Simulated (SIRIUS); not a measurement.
Here is a SIRIUS 7.10.0 calculation.

File sirius.json:

```json
{
  "control": {
    "processing_unit": "cpu",
    "verbosity": 2,
    "num_bands_to_print": 15,
    "print_forces": true,
    "print_stress": true
  },
  "parameters": {
    "electronic_structure_method": "pseudopotential",
    "xc_functionals": ["XC_GGA_X_PBE", "XC_GGA_C_PBE"],
    "gk_cutoff": 9.1,
    "pw_cutoff": 18.2,
    "ngridk": [10, 10, 6],
    "shiftk": [0, 0, 0],
    "smearing": "fermi_dirac",
    "smearing_width": 0.0018374661,
    "num_bands": 15,
    "num_mag_dims": 0,
    "num_dft_iter": 100,
    "energy_tol": 1e-08,
    "density_tol": 1e-06
  },
  "iterative_solver": {
    "type": "davidson",
    "min_tolerance": 1e-09,
    "tolerance_scale": [0.1, 0.25]
  },
  "mixer": {
    "type": "anderson",
    "beta": 0.7,
    "max_history": 8
  },
  "settings": {
    "tol_ne": 1e-10,
    "pseudo_grid_cutoff": 6.5
  },
  "unit_cell": {
    "lattice_vectors": [
      [1.0, 0.0, 0.0],
      [-0.5, 0.866025405828, 0.0],
      [0.0, 0.0, 1.408924599594]
    ],
    "lattice_vectors_scale": 5.9587069795,
    "atom_coordinate_units": "lattice",
    "atom_types": ["Si", "C"],
    "atom_files": {
      "C": "C.json",
      "Si": "Si.json"
    },
    "atoms": {
      "Si": [
        [0.5, 0.0, 0.5],
        [0.0, 0.5, 0.5],
        [0.5, 0.5, 0.5]
      ],
      "C": [
        [0.0, 0.0, 0.5]
      ]
    }
  }
}
```

Potentials or basis: PseudoDojo 0.4.1 PBE standard (scalar relativistic).

Launch:

```console
$ upf_to_json C.upf
$ upf_to_json Si.upf
$ OMP_NUM_THREADS=1 sirius.scf --input=sirius.json --output=out.json --task=0
```

(1) What does it give for the band gap on the k mesh?

(2) Predict the pressure.

Answers

(1) none (metal or under the smearing width).

(2) 474.8 GPa.

Caveat: a pressure of tens of GPa on the cell as given is suspect, and the run, the potentials or the cell itself is likely at fault; this functional lacks dispersion, which binds the layers, so the pressure and a relaxed spacing across them are unreliable.
